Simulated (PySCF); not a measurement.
**Changing the system itself: C (triplet)**

How does C (triplet) answer to another spin, charge, distance or environment?

The runs use PySCF 2.14.0; method and basis as typed in the scripts.

### Step 1. The atom

C (triplet): 1 atom, charge 0, spin multiplicity 3.

### Step 2. The run that the others are compared with

Input file input.py:

```python
from pyscf import gto, dft

mol = gto.M(
    atom='C 0 0 0',
    basis='cc-pvtz-dk',
    charge=0,
    spin=2,
    verbose=3,
)
mf = dft.UKS(mol, xc='lc_wpbe')
mf = mf.sfx2c1e()
mf.kernel()
mf.stability(internal=True, external=True)
mf.dip_moment()
print('orbital energies (hartree):', [e[max(0, n-3):n+3].round(4) for e, n in zip(mf.mo_energy, mol.nelec)])
```

On the command line:

```bash
$ OMP_NUM_THREADS=1 python input.py
```

The log of this run is left out.

In short: E(SCF) = -37.836736 Eh, ⟨S²⟩ = 2.003, internal stable; real -> complex stable; UHF/UKS -> GHF/GKS unstable.

The triplet is typed in the script; nothing here shows that it is the ground state.

### Step 3. Electric field 0.01 a.u.

Run 1 changes electric field: none → 0.01 a.u.

Input file input.py:

```python
from pyscf import gto, dft

mol = gto.M(
    atom='C 0 0 0',
    basis='cc-pvtz-dk',
    charge=0,
    spin=2,
    verbose=3,
)
mf = dft.UKS(mol, xc='lc_wpbe')
mf = mf.sfx2c1e()
field = 0.01  # electric field along z, atomic units
h = mf.get_hcore() + field*mol.intor('int1e_r')[2]
mf.get_hcore = lambda *args: h
e_nuc = mol.energy_nuc() - field*mol.atom_charges() @ mol.atom_coords()[:, 2]
mf.energy_nuc = lambda *args: e_nuc
mf.kernel()
mf.stability(internal=True, external=True)
mf.dip_moment()
print('orbital energies (hartree):', [e[max(0, n-3):n+3].round(4) for e, n in zip(mf.mo_energy, mol.nelec)])
```

On the command line:

```bash
$ OMP_NUM_THREADS=1 python input.py
```

### Step 4. Quintet

Run 2 changes spin (2S): 2 → 4.

Edit input.py of step 2 so:

```diff
@@ -6,3 +6,3 @@
     charge=0,
-    spin=2,
+    spin=4,
     verbose=3,
```

### Step 5. Charge -1 (doublet)

Run 3 changes charge: 0 → -1; spin (2S): 2 → 1.

Edit input.py of step 2 so:

```diff
@@ -5,4 +5,4 @@
     basis='cc-pvtz-dk',
-    charge=0,
-    spin=2,
+    charge=-1,
+    spin=1,
     verbose=3,
```

**Question.** What will these runs give? Wanted: for each run, E(SCF); from base; gap, α spin; after the SCF.

As calculated:

| run | E(SCF) (hartree) | from base (eV) | gap, α spin (eV) | after the SCF |
| --- | --- | --- | --- | --- |
| base | -37.836736 | 0 | 9.40 | unstable: UHF/UKS -> GHF/GKS |
| electric field 0.01 a.u. | -37.837169 | -0.0118 | 9.40 | unstable: internal, UHF/UKS -> GHF/GKS |
| quintet | -37.688923 | +4.0222 | 21.85 | unstable: UHF/UKS -> GHF/GKS |
| charge -1 (doublet) | -37.800478 | +0.9866 | 7.35 | unstable: internal, real -> complex, UHF/UKS -> GHF/GKS |

**Reading.** The largest comparable shift of the SCF energy, +4.022 eV, comes with the run “quintet”. The quintet solution found lies 4.02 eV above the base triplet at this geometry and level. At the SCF level, adding an electron (to the doublet) costs 0.99 eV at fixed geometry; correlation, diffuse functions and relaxation can still bind it.
